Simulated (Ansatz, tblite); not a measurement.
**B13N13 zinc blende bond sphere (B₁₃N₁₃H₃₀): one state, many levels**

Aim: run the singlet of B13N13 zinc blende bond sphere (B₁₃N₁₃H₃₀) at one geometry on many levels, and compare frontier levels, spin and run time.

Method: as each input shows; program: Ansatz 0.2.0, Gaussian basis.

Levels to be run: GFN1-xTB, GFN2-xTB, PBE-D4/def2-TZVP, r2SCAN-D4/def2-TZVP, PBE-D4/def2-SVP, PBE0-D4/def2-SVP.

1 further run of the same task is left out (set aside as unsound or not needed). Runs told in other sessions of the task aren't counted.

### 1 The geometry

The geometry is that of the singlet, from an earlier relaxation (PBE-D4/def2-SVP).

56 atoms, charge 0, spin multiplicity 1.

Bond lengths: B1–N14 1.590 Å, B1–N15 1.590 Å, B1–N17 1.586 Å, B1–H27 1.221 Å, B2–N14 1.542 Å, B2–N16 1.596 Å, B2–N18 1.586 Å, B2–H28 1.228 Å, B3–N14 1.597 Å, B3–N19 1.597 Å, B3–H29 1.228 Å, B3–H30 1.234 Å, B4–N17 1.586 Å, B4–N19 1.590 Å, B4–N20 1.590 Å, B4–H31 1.221 Å, B5–N18 1.586 Å, B5–N19 1.542 Å and more. Angles: N14–B1–N15 109.6°, N14–B1–N17 107.5°, N14–B1–H27 109.9°, N15–B1–N17 107.5°, N15–B1–H27 109.9°, N17–B1–H27 112.3°, N14–B2–N16 108.5°, N14–B2–N18 106.0°, N14–B2–H28 114.8°, N16–B2–N18 106.9°, N16–B2–H28 108.8°, N18–B2–H28 111.5°, N14–B3–N19 104.3°, N14–B3–H29 110.0°, N14–B3–H30 109.7°, N19–B3–H29 110.0°, N19–B3–H30 109.7°, H29–B3–H30 112.8° and more.

PBE0-D4/def2-TZVP was run before; its log isn't repeated, and its numbers join the tables.

### 2 GFN1-xTB

Tight binding, by tblite at 300 K electronic temperature and without a spin-polarisation term:

```python
tblite.interface.Calculator('GFN1-xTB', numbers, positions, charge=0, uhf=0).singlepoint()
```

Energy -2090.2231 eV, HOMO -10.04 eV, LUMO -3.69 eV; 0.13 s.

### 3 GFN2-xTB

Tight binding, by tblite at 300 K electronic temperature and without a spin-polarisation term:

```python
tblite.interface.Calculator('GFN2-xTB', numbers, positions, charge=0, uhf=0).singlepoint()
```

Energy -1911.7839 eV, HOMO -9.14 eV, LUMO -0.75 eV; 0.088 s.

### 4 PBE-D4/def2-TZVP

start.molden holds the orbitals of an earlier run on this state, given as this run's starting guess.

in.yaml reads:

```yaml
crystal:
  periodic: [false, false, false]
  atoms:
    - {symbol: B, position_ang: [-1.373476, -1.371453, -0.453101]}
    - {symbol: B, position_ang: [-1.413155, 0.484042, -2.298587]}
    - {symbol: B, position_ang: [-3.232462, 0.481669, -0.476805]}
    - {symbol: B, position_ang: [-1.370646, 0.456006, 1.373309]}
    - {symbol: B, position_ang: [-1.410074, 2.300631, -0.483239]}
    - {symbol: B, position_ang: [0.480743, -1.412215, -2.299867]}
    - {symbol: B, position_ang: [0.477275, -3.232745, -0.479302]}
    - {symbol: B, position_ang: [0.455208, -1.372142, 1.372087]}
    - {symbol: B, position_ang: [2.298530, -1.412632, -0.485745]}
    - {symbol: B, position_ang: [0.437494, 0.437232, -0.438150]}
    - {symbol: B, position_ang: [0.486581, 2.299808, 1.410225]}
    - {symbol: B, position_ang: [2.301373, 0.482753, 1.408999]}
    - {symbol: B, position_ang: [0.483224, 0.480428, 3.231734]}
    - {symbol: N, position_ang: [-2.253269, -0.413010, -1.367105]}
    - {symbol: N, position_ang: [-0.416732, -2.251848, -1.368358]}
    - {symbol: N, position_ang: [-0.451345, -0.448671, -3.166025]}
    - {symbol: N, position_ang: [-0.452429, -0.452177, 0.453059]}
    - {symbol: N, position_ang: [-0.483082, 1.350301, -1.350343]}
    - {symbol: N, position_ang: [-2.250383, 1.371009, 0.415664]}
    - {symbol: N, position_ang: [-0.411174, 1.370152, 2.251685]}
    - {symbol: N, position_ang: [-0.445317, 3.167026, 0.447469]}
    - {symbol: N, position_ang: [1.348794, -0.483871, -1.351564]}
    - {symbol: N, position_ang: [1.368475, -2.252394, 0.413215]}
    - {symbol: N, position_ang: [1.371156, -0.414398, 2.250497]}
    - {symbol: N, position_ang: [3.166773, -0.449577, 0.445020]}
    - {symbol: N, position_ang: [1.351640, 1.349610, 0.481100]}
    - {symbol: H, position_ang: [-2.098887, -2.096378, 0.209113]}
    - {symbol: H, position_ang: [-2.067488, 1.193678, -3.057424]}
    - {symbol: H, position_ang: [-3.919660, -0.236840, 0.243201]}
    - {symbol: H, position_ang: [-3.906694, 1.212500, -1.207326]}
    - {symbol: H, position_ang: [-2.095931, -0.204649, 2.099765]}
    - {symbol: H, position_ang: [-2.064047, 3.060369, -1.192247]}
    - {symbol: H, position_ang: [1.189039, -2.066936, -3.059619]}
    - {symbol: H, position_ang: [-0.241639, -3.919478, 0.240741]}
    - {symbol: H, position_ang: [1.206754, -3.907436, -1.210747]}
    - {symbol: H, position_ang: [-0.205883, -2.097071, 2.098506]}
    - {symbol: H, position_ang: [3.056979, -2.067067, -1.195712]}
    - {symbol: H, position_ang: [1.197081, 3.058787, 2.063450]}
    - {symbol: H, position_ang: [3.061698, 1.191873, 2.062163]}
    - {symbol: H, position_ang: [-0.235317, -0.237687, 3.920896]}
    - {symbol: H, position_ang: [1.215475, 1.211317, 3.904027]}
    - {symbol: H, position_ang: [-2.898311, -0.994836, -1.917592]}
    - {symbol: H, position_ang: [-0.999758, -2.895763, -1.918895]}
    - {symbol: H, position_ang: [-1.031741, -1.027905, -3.790005]}
    - {symbol: H, position_ang: [0.109652, 0.112074, -3.823566]}
    - {symbol: H, position_ang: [0.081984, 1.959028, -1.960650]}
    - {symbol: H, position_ang: [-2.893671, 1.922837, 0.998166]}
    - {symbol: H, position_ang: [-0.992249, 1.921992, 2.896246]}
    - {symbol: H, position_ang: [-1.023674, 3.792547, 1.027066]}
    - {symbol: H, position_ang: [0.116176, 3.823012, -0.114607]}
    - {symbol: H, position_ang: [1.957795, 0.080860, -1.961908]}
    - {symbol: H, position_ang: [1.919889, -2.896778, 0.994900]}
    - {symbol: H, position_ang: [1.922684, -0.996601, 2.894308]}
    - {symbol: H, position_ang: [3.791999, -1.029092, 1.023779]}
    - {symbol: H, position_ang: [3.823057, 0.111486, -0.117135]}
    - {symbol: H, position_ang: [1.960980, 1.958597, -0.084734]}
basis:
  gaussian: {orbitals: def2-TZVP, fitting: {mean_field: def2-universal-jkfit}, initial_orbitals: start.molden}
hamiltonian: {xc: pbe, dispersion: d4}
scf: {omitted_lower_state_checks: [starts]}
output: {forces: true, orbitals: {seedname: orbitals}}
```

On the command line:

```
$ ansatz run in.yaml --threads 2 --pin off --events-out ev --progress --plain --max-ram 22528MiB --backend cuda --devices 0, --max-vram 18GiB
```

The program printed (excerpt; [...] marks lines left out):

```text
Functional definition: PBE
  name "PBE"
  cite "Perdew, Burke & Ernzerhof, Phys. Rev. Lett. 77, 3865 (1996) doi:10.1103/PhysRevLett.77.3865"
  parent pbe
[...]
2516 factors; integrals over basis functions are off by at most 4.0e-1 eV
[...]
mean field -28649.15104595 eV, -1052.8368818465 hartree, gradient 2.8e-5 eV, S^2 0.000000; 0 other end points of the search recorded, 0 dependent functions left out
[...]
reference -28649.15114095 eV, -1052.8368853376 hartree; 93, 93 occupied and 893, 893 virtual orbitals, 2516 factors
Total energy: -28652.28685122 eV, -1052.9521205647 hartree
Atom 0 at    -1.373476    -1.371453    -0.453101 Å, force    -0.186369    -0.186552     0.162228 eV/Å
Atom 1 at    -1.413155     0.484042    -2.298587 Å, force    -0.161104     0.170147    -0.196710 eV/Å
Atom 2 at    -3.232462     0.481669    -0.476805 Å, force    -0.295068    -0.002056     0.002241 eV/Å
Atom 3 at    -1.370646     0.456006     1.373309 Å, force    -0.186077    -0.161816     0.187014 eV/Å
Atom 4 at    -1.410074     2.300631    -0.483239 Å, force    -0.161126     0.196780    -0.169783 eV/Å
Atom 5 at     0.480743    -1.412215    -2.299867 Å, force     0.169727    -0.161462    -0.196840 eV/Å
Atom 6 at     0.477275    -3.232745    -0.479302 Å, force    -0.002276    -0.295222     0.002093 eV/Å
Atom 7 at     0.455208    -1.372142     1.372087 Å, force    -0.161608    -0.186131     0.186878 eV/Å
[...]
Atom 40 at     1.215475     1.211317     3.904027 Å, force    -0.152727    -0.152394    -0.153756 eV/Å
Atom 41 at    -2.898311    -0.994836    -1.917592 Å, force     0.109383     0.082740     0.081511 eV/Å
Atom 42 at    -0.999758    -2.895763    -1.918895 Å, force     0.083013     0.109164     0.081540 eV/Å
Atom 43 at    -1.031741    -1.027905    -3.790005 Å, force     0.089416     0.089137     0.125630 eV/Å
Atom 44 at     0.109652     0.112074    -3.823566 Å, force    -0.079530    -0.079515     0.131458 eV/Å
Atom 45 at     0.081984     1.959028    -1.960650 Å, force    -0.072094    -0.095179     0.095378 eV/Å
Atom 46 at    -2.893671     1.922837     0.998166 Å, force     0.109068    -0.081595    -0.082887 eV/Å
Atom 47 at    -0.992249     1.921992     2.896246 Å, force     0.082503    -0.081846    -0.109244 eV/Å
Atom 48 at    -1.023674     3.792547     1.027066 Å, force     0.088993    -0.125778    -0.089286 eV/Å
Atom 49 at     0.116176     3.823012    -0.114607 Å, force    -0.079710    -0.131481     0.079868 eV/Å
Atom 50 at     1.957795     0.080860    -1.961908 Å, force    -0.095093    -0.072093     0.095440 eV/Å
Atom 51 at     1.919889    -2.896778     0.994900 Å, force    -0.081548     0.109325    -0.082780 eV/Å
Atom 52 at     1.922684    -0.996601     2.894308 Å, force    -0.081731     0.082682    -0.109252 eV/Å
Atom 53 at     3.791999    -1.029092     1.023779 Å, force    -0.125833     0.089181    -0.089089 eV/Å
Atom 54 at     3.823057     0.111486    -0.117135 Å, force    -0.131535    -0.079548     0.079840 eV/Å
Atom 55 at     1.960980     1.958597    -0.084734 Å, force    -0.095075    -0.095109     0.072388 eV/Å
Dipole moment:     1.346454     1.345750    -1.348547 e Å
Checks for a lower state left out: starts
```

It took 9 s on 1 × H100 (card shared with other runs) with 2 threads of AMD EPYC 7R13, shared host.

HOMO -5.59 eV, LUMO -1.67 eV.

### 5 r2SCAN-D4/def2-TZVP

Edit in.yaml of step 4 so:

```diff
@@ -61,3 +61,3 @@
   gaussian: {orbitals: def2-TZVP, fitting: {mean_field: def2-universal-jkfit}, initial_orbitals: start.molden}
-hamiltonian: {xc: pbe, dispersion: d4}
+hamiltonian: {xc: r2scan, dispersion: d4}
 scf: {omitted_lower_state_checks: [starts]}
```

Same command.

The program printed (excerpt; [...] marks lines left out):

```text
Functional definition: r2SCAN
  name "r2SCAN"
  cite "Furness, Kaplan, Ning, Perdew & Sun, J. Phys. Chem. Lett. 11, 8208 (2020) doi:10.1021/acs.jpclett.0c02405"
  cite "Furness, Kaplan, Ning, Perdew & Sun, J. Phys. Chem. Lett. 11, 9248 (2020) doi:10.1021/acs.jpclett.0c03077"
  parent r2scan
[...]
2516 factors; integrals over basis functions are off by at most 4.0e-1 eV
[...]
mean field -28672.43578751 eV, -1053.6925803160 hartree, gradient 2.0e-5 eV, S^2 0.000000; 0 other end points of the search recorded, 0 dependent functions left out
[...]
reference -28672.43581482 eV, -1053.6925813198 hartree; 93, 93 occupied and 893, 893 virtual orbitals, 2516 factors
Total energy: -28673.39040211 eV, -1053.7276617556 hartree
Atom 0 at    -1.373476    -1.371453    -0.453101 Å, force    -0.270099    -0.270208     0.225759 eV/Å
[...]
Atom 47 at    -0.992249     1.921992     2.896246 Å, force     0.234060    -0.220630    -0.288084 eV/Å
Atom 48 at    -1.023674     3.792547     1.027066 Å, force     0.249656    -0.302202    -0.250314 eV/Å
Atom 49 at     0.116176     3.823012    -0.114607 Å, force    -0.237530    -0.318189     0.237742 eV/Å
Atom 50 at     1.957795     0.080860    -1.961908 Å, force    -0.252248    -0.208687     0.253087 eV/Å
Atom 51 at     1.919889    -2.896778     0.994900 Å, force    -0.220144     0.288206    -0.234536 eV/Å
Atom 52 at     1.922684    -0.996601     2.894308 Å, force    -0.220438     0.234535    -0.287900 eV/Å
Atom 53 at     3.791999    -1.029092     1.023779 Å, force    -0.302177     0.250169    -0.249881 eV/Å
Atom 54 at     3.823057     0.111486    -0.117135 Å, force    -0.318328    -0.237242     0.237737 eV/Å
Atom 55 at     1.960980     1.958597    -0.084734 Å, force    -0.252476    -0.252417     0.209154 eV/Å
Dipole moment:     1.366134     1.365423    -1.368308 e Å
Checks for a lower state left out: starts
```

It took 12 s on 1 × H100 (card shared with other runs) with 2 threads of AMD EPYC 7R13, shared host.

From the report: HOMO -5.86 eV, LUMO -1.10 eV.

### 6 PBE-D4/def2-SVP

Edit in.yaml of step 5 so:

```diff
@@ -60,5 +60,5 @@
 basis:
-  gaussian: {orbitals: def2-TZVP, fitting: {mean_field: def2-universal-jkfit}, initial_orbitals: start.molden}
-hamiltonian: {xc: r2scan, dispersion: d4}
+  gaussian: {orbitals: def2-SVP, fitting: {mean_field: def2-universal-jkfit}, initial_orbitals: start.molden}
+hamiltonian: {xc: pbe, dispersion: d4}
 scf: {omitted_lower_state_checks: [starts]}
-output: {forces: true, orbitals: {seedname: orbitals}}
+output: {orbitals: {seedname: orbitals}}
```

Same command.

The program printed:

```text
Functional definition: PBE
  name "PBE"
  cite "Perdew, Burke & Ernzerhof, Phys. Rev. Lett. 77, 3865 (1996) doi:10.1103/PhysRevLett.77.3865"
  parent pbe
  parameter kappa = 0.804
  parameter beta = 0.06672455060314922
  exchange = pbe_x(kappa = kappa, mu = beta*pi^2/3)
  correlation = pbe_c(beta = beta)
these checks for a lower state are left out or cut short: starts
2516 factors; integrals over basis functions are off by at most 2.3e-1 eV
mean field evaluation 1: about -28618.5002 eV, gradient 1.7e1 eV
mean field evaluation 2: about -28619.2700 eV, gradient 5.1e-1 eV
mean field evaluation 4: about -28619.3241 eV, gradient 1.4e-3 eV
mean field -28619.32411640 eV, -1051.7407624029 hartree, gradient 1.5e-5 eV, S^2 0.000000; 0 other end points of the search recorded, 0 dependent functions left out
reference -28619.32418996 eV, -1051.7407651064 hartree; 93, 93 occupied and 421, 421 virtual orbitals, 2516 factors
Total energy: -28622.45990024 eV, -1051.8560003335 hartree
Checks for a lower state left out: starts
```

It took 4.1 s on 1 × H100 (card shared with other runs) with 2 threads of AMD EPYC 7R13, shared host.

HOMO -5.41 eV, LUMO -1.10 eV.

### 7 PBE0-D4/def2-SVP

Edit in.yaml of step 6 so:

```diff
@@ -61,3 +61,3 @@
   gaussian: {orbitals: def2-SVP, fitting: {mean_field: def2-universal-jkfit}, initial_orbitals: start.molden}
-hamiltonian: {xc: pbe, dispersion: d4}
+hamiltonian: {xc: pbe0, dispersion: d4}
 scf: {omitted_lower_state_checks: [starts]}
```

The command is unchanged.

The program printed:

```text
Functional definition: PBE0
  name "PBE0"
  cite "Adamo & Barone, J. Chem. Phys. 110, 6158 (1999) doi:10.1063/1.478522"
  cite "Perdew, Burke & Ernzerhof, Phys. Rev. Lett. 77, 3865 (1996) doi:10.1103/PhysRevLett.77.3865"
  parent pbe
  parameter a = 0.25
  parameter kappa = 0.804
  parameter beta = 0.06672455060314922
  exchange = (1 - a)*pbe_x(kappa = kappa, mu = beta*pi^2/3) + a*exact_x
  correlation = pbe_c(beta = beta)
these checks for a lower state are left out or cut short: starts
2516 factors; integrals over basis functions are off by at most 2.3e-1 eV
mean field evaluation 1: about -28624.0056 eV, gradient 1.4e1 eV
mean field evaluation 2: about -28624.4598 eV, gradient 3.2e-1 eV
mean field evaluation 4: about -28624.5047 eV, gradient 5.7e-4 eV
mean field -28624.50469643 eV, -1051.9311452076 hartree, gradient 2.4e-5 eV, S^2 0.000000; 0 other end points of the search recorded, 0 dependent functions left out
reference -28624.50475080 eV, -1051.9311472058 hartree; 93, 93 occupied and 421, 421 virtual orbitals, 2516 factors
Total energy: -28627.24405324 eV, -1052.0318147134 hartree
Checks for a lower state left out: starts
```

Wall time 4.3 s (1 × H100 (card shared with other runs) with 2 threads of AMD EPYC 7R13, shared host).

HOMO -6.76 eV, LUMO -0.20 eV.

### 8 Comparison

```
              level  functions  HOMO (eV)  LUMO (eV)  gap (eV)   time
    PBE-D4/def2-SVP        514      -5.41      -1.10      4.32  4.1 s
   PBE-D4/def2-TZVP        986      -5.59      -1.67      3.92    9 s
r2SCAN-D4/def2-TZVP        986      -5.86      -1.10      4.75   12 s
   PBE0-D4/def2-SVP        514      -6.76      -0.20      6.56  4.3 s
  PBE0-D4/def2-TZVP        986      -6.88      -0.88      6.01  6.5 s
```

### 9 Binding energy

Free atoms were run apart at each level; binding is atoms less cluster, divided by the number of atoms, without zero-point or spin-orbit terms.

```
              level  binding an atom (eV)
    PBE-D4/def2-SVP                 4.505
   PBE-D4/def2-TZVP                 4.429
r2SCAN-D4/def2-TZVP                 4.324
   PBE0-D4/def2-SVP                 4.439
  PBE0-D4/def2-TZVP                 4.361
```

### 10 Summary of results

```
                                                 quantity                                 value
gap in def2-TZVP, named functionals, smallest and largest   3.92 eV (PBE-D4), 6.01 eV (PBE0-D4)
                binding an atom, functionals in def2-TZVP  4.32 (r2SCAN-D4) to 4.43 eV (PBE-D4)
          PBE0 total energy, smallest basis above largest        29.44 eV (def2-SVP, def2-TZVP)
```

Orbital gaps of the named functionals in def2-TZVP span 3.92 eV (PBE-D4) to 6.01 eV (PBE0-D4); exact exchange widens it.

The slowest run with a step of its own, r2SCAN-D4/def2-TZVP, took 12 s; the quickest functional in def2-TZVP took 6.5 s (shared host).
